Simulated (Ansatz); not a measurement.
A nudged elastic band was laid between two geometries of a periodic cell of 13 atoms, Mg12B (host Mg, host structure hcp, interstitial B).

Computed with DFT PBE, scalar-relativistic, plane waves, PAW in Ansatz 0.2.0. Settings: cutoff 420 eV, k mesh 4x3x4, gaussian smearing 0.05 eV, no spin polarisation.

```json
{
  "movable images": "5",
  "climbing image": "yes",
  "spring": "5.0 eV/Å²",
  "optimiser": "fire",
  "start path": "straight line",
  "force threshold": "0.05 eV/Å",
  "iteration limit": "80",
  "end points": "relaxed"
}
```

Image 0:

```xyz
13
Lattice="6.4200 0.0000 0.0000 -4.8150 8.3398 0.0000 0.0000 0.0000 5.2130" Properties=species:S:1:pos:R:3
Mg 0.016 -0.026 0.023
Mg 0.013 1.810 2.600
Mg -1.659 2.760 -0.028
Mg -1.656 4.673 2.631
Mg -3.202 5.618 0.063
Mg -3.200 7.427 2.649
Mg 3.202 -0.003 -0.045
Mg 3.204 1.808 2.535
Mg 1.659 2.752 -0.030
Mg 1.659 4.665 2.629
Mg -0.013 5.614 0.004
Mg -0.014 7.450 2.585
B 0.001 3.712 3.908
```

Image 6:

```xyz
13
Lattice="6.4200 0.0000 0.0000 -4.8150 8.3398 0.0000 0.0000 0.0000 5.2130" Properties=species:S:1:pos:R:3
Mg 0.015 -0.029 -0.028
Mg 0.012 1.807 2.609
Mg -1.659 2.757 0.022
Mg -1.657 4.670 2.576
Mg -3.203 5.614 -0.073
Mg -3.202 7.423 2.557
Mg 3.201 -0.006 0.041
Mg 3.202 1.803 2.671
Mg 1.657 2.748 0.024
Mg 1.659 4.662 2.578
Mg -0.014 5.610 -0.009
Mg -0.016 7.448 2.624
B 0.000 3.709 6.513
```

(1) What changes between the two ends?

(2) What energy profile does the band end with?

(3) What is the geometry of the highest image?

Results:

(1) The atom that moves furthest is B13, by 2.60 Å; four of its nearest neighbours are Mg3 2.30, Mg10 2.30, Mg9 2.30, Mg4 2.30 Å at the first end and Mg10 2.30, Mg3 2.30, Mg9 2.30, Mg4 2.30 Å at the last.

(2) It converged. The highest image is number 3 of 0 to 6, 0.79 eV above the ends, which have the same energy within 2 meV. By the program's own check the climbing image is a first-order saddle point (lowest curvatures found: -1.21 and 0.38 eV/Å²). Limits of this set-up: coarse k mesh, odd electron count without spin, a small cell, in which the defect meets its images, a typed lattice constant that wasn't relaxed here.

```
image  path coordinate (Å)  energy (eV)
    0                 0.00         0.00
    1                 0.74         0.21
    2                 1.48         0.56
    3                 2.22         0.79
    4                 2.96         0.56
    5                 3.71         0.21
    6                 4.44         0.00
```

(3) 
```xyz
13
Lattice="6.4200 0.0000 0.0000 -4.8150 8.3398 0.0000 0.0000 0.0000 5.2130" Properties=species:S:1:pos:R:3
Mg 0.197 0.121 -0.003
Mg -0.074 1.839 2.604
Mg -1.931 2.321 -0.003
Mg -1.322 4.581 2.604
Mg -2.770 5.332 -0.003
Mg -3.248 7.292 2.604
Mg 3.153 -0.176 -0.003
Mg 2.987 1.738 2.604
Mg 1.360 2.918 -0.003
Mg 1.791 4.612 2.604
Mg 0.555 5.944 -0.003
Mg -0.005 7.580 2.604
B -0.692 4.135 5.210
```

Run time: 29 min on 4 threads of AMD EPYC 9R14 (Zen 4), with other jobs on the host, peak memory 3.2 GiB.
